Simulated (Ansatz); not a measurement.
# MoNH+ (octet): from Hartree-Fock to the top rungs, def2-QZVPP

One table from this session's results is given with a row withheld; the runs are named, their logs left out.

Program: Ansatz 0.2.0, Gaussian basis. Level of theory: def2-QZVPP, core rule «outside noble gas», up to 5 orbitals frozen. These are calculated values, not measurements.

The runs, in order: UHF; ROHF; CCSD(T) on UHF.

## The system

The geometry is a PBE0/def2-TZVP stationary point (not a proven minimum) of the parent state, kept for this charge and spin. No spin-orbit coupling is included. Elements past krypton take def2 core potentials.

3 atoms, charge 1, spin multiplicity 8.

Atoms are counted from 1 here; the program's logs count them from 0.

Bond lengths: Mo1–N2 1.919 Å, N2–H3 1.021 Å. Angles: Mo1–N2–H3 180.0°.

The first run:

File in.yaml:

```yaml
crystal:
  periodic: [false, false, false]
  atoms:
    - {symbol: Mo, position_ang: [0.000000, 0.000000, 1.619500]}
    - {symbol: N, position_ang: [0.000000, 0.000000, -0.299200]}
    - {symbol: H, position_ang: [0.000000, 0.000000, -1.320300]}
basis:
  gaussian: {orbitals: "def2-QZVPP.json"}
total_charge: 1
magnetization: {spin_polarized: true, initial_magnetization: 7}
hamiltonian: {xc: hf}
output: {orbitals: {seedname: orbitals}}
```

Started as:

```sh
$ ansatz run in.yaml --threads 1 --pin off --events-out ev --progress --plain --max-ram 2560MiB --backend cpu
```

Steps of the session up to this table: UHF; ROHF; CCSD(T) on UHF.

One table of the session follows, with a row left open; its other results are not shown here.

It belongs to the step «Misses and costs». 

```
  method  from UCCSD(T) (meV)
    ROHF              +7215.2
     UHF              +6926.9
    UMP2                    ?
   UCCSD               +197.1
UCCSD(T)                    0
```

Q: Estimate the row for UMP2 from the others.

**Answer.** from UCCSD(T) (meV): +811.2. In the column «from UCCSD(T) (meV)» it lies between UCCSD (+197.1) and UHF (+6926.9).
